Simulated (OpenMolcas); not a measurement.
# Zr³⁺ among point charges: CASSCF and CASPT2 levels and susceptibility

Aim: the splitting of the states of Zr³⁺ in the field of 6 point charges, its lowest levels with spin-orbit coupling and its magnetic susceptibility.

The numbers are computed with OpenMolcas 26.06 (state-averaged CASSCF and CASPT2, spin-orbit coupling by RASSI with atomic mean-field integrals), except any that are marked as measured or tabulated.

## (1) The system

```
Species                           : Zr³⁺ (zirconium, Z = 40, 37 electrons)
Basis                             : ANO-RCC-VDZP [6s5p3d1f], 43 functions
Scalar Hamiltonian                : DKH2, point nucleus
Inactive shells                   : 1s 2s 2p 3s 3p 3d 4s 4p
Active space                      : 1 electron in 5 orbitals (4d)
Some configurations of this space : 4d
Orbitals                          : optimised for each spin and parity, averaged over all roots
```

The outer shells:

4d
```
4d [↑ ][  ][  ][  ][  ]
```

The ion sits among 6 point charges of -0.8 e arranged as an octahedron (Oh), 2.04 Å from the ion.

Each step is its own input file, run in one work folder so that later steps find the files of earlier ones. Labels, J, g values, rates, χT and fits are worked out afterwards by a script from the matrices that RASSI stores. The input lists half of the charges; inversion (Group=XYZ) makes the rest.

## (2) Basis and integrals

File a.inp:

```
&GATEWAY
Coord
1

Zr 0.0 0.0 0.0
Basis=ANO-RCC-VDZP
Group=XYZ
NoMove
AngMom=0.0 0.0 0.0
AMFI
XField
3 Angstrom 0
2.040000 0.000000 0.000000 -0.800000
0.000000 2.040000 0.000000 -0.800000
0.000000 0.000000 2.040000 -0.800000
&SEWARD
```

On the command line:

```console
$ OMP_NUM_THREADS=1 MOLCAS_MEM=1689 MOLCAS_PROJECT=a pymolcas a.inp > a.log
```

## (3) CASSCF: doublets of even parity, 5 roots

File a.inp:

```
&RASSCF
FileOrb=start.orb
Symmetry=1
Spin=2
nActEl=1 0 0
Inactive=9 9
Ras2=5 0
CIRoot=5 5 1
SDav=5
CIMx=300
Iter=120 100
PrWF=0.3
OrbListing=Nothing
MaxOrb=0
>>> COPY $Project.JobIph JOB001
```

start.orb holds the contracted functions of the basis, ordered by shell, or the orbitals of the step before.

## (4) State interaction with spin-orbit coupling

File a.inp:

```
&RASSI
NrOfJobIphs=1 5
1 2 3 4 5
IphNames
JOB001
EJob
SpinOrbit
DIPRint=1.0
SOCoupling=1000.0
Subsets=2
Property=9
'ANGMOM' 1 'ANGMOM' 2 'ANGMOM' 3 'MLTPL  1' 1 'MLTPL  1' 2 'MLTPL  1' 3
'AMFI' 1 'AMFI' 2 'AMFI' 3
SOProperty=3
'ANGMOM' 1 'ANGMOM' 2 'ANGMOM' 3
```

## (5) CASPT2: IPEA 0.25, imaginary shift 0.1 (closed shells correlated: 4s 4p)

File a.inp:

```
>>> COPY JOB001 $Project.JobIph
&CASPT2
Multistate=5 1 2 3 4 5
NoMult
Frozen=8 6
IPEA=0.25
Imaginary=0.1
MaxIter=60
WThr=0.0 0.3 0.05
PrWF=0.5
NoMix
```

(Steps that only read results are left out.)

**Question.** What will these runs give? Wanted: spin-free ground state; first state of the same spin within the active space; lowest level; next level.

As calculated:

| quantity | value |
| --- | --- |
| method | SS-CASPT2, IPEA 0.25, imaginary shift 0.1 (closed shells correlated: 4s 4p) |
| spin-free ground state | 2T2, 3-fold in its orbital part |
| first state of the same spin within the active space | 2E at 9090 cm⁻¹ |
| lowest level | 4-fold Γ8 |
| next level | 743.6 cm⁻¹ |
| χT at 300 K | 0.21 cm³ K/mol |
| effective moment at 300 K | 1.31 μB |

Cost by method:

```csv
method,time of its own steps,time with the reference
A. CASSCF,1.4 s,1.4 s
"B. SS-CASPT2, IPEA 0.25, imaginary shift 0.1, +4s 4p",0.42 s,1.8 s
```

Times are of one thread on a shared host.

**Reading.** The spin-free ground state (2T2) comes to 100 % from free-ion D terms and keeps the highest spin of the shell. χT at 300 K is 0.21, against 0.38 cm³ K/mol for the spin alone, so orbital moment lowers it. A ligand-field fit to the states below 45000 cm-1 gives 10Dq = 9089 cm-1, the gap between the two states. The field of point charges can differ much from that of real complexes. Point charges carry no covalency, so the field is a model and not that of real ligands.
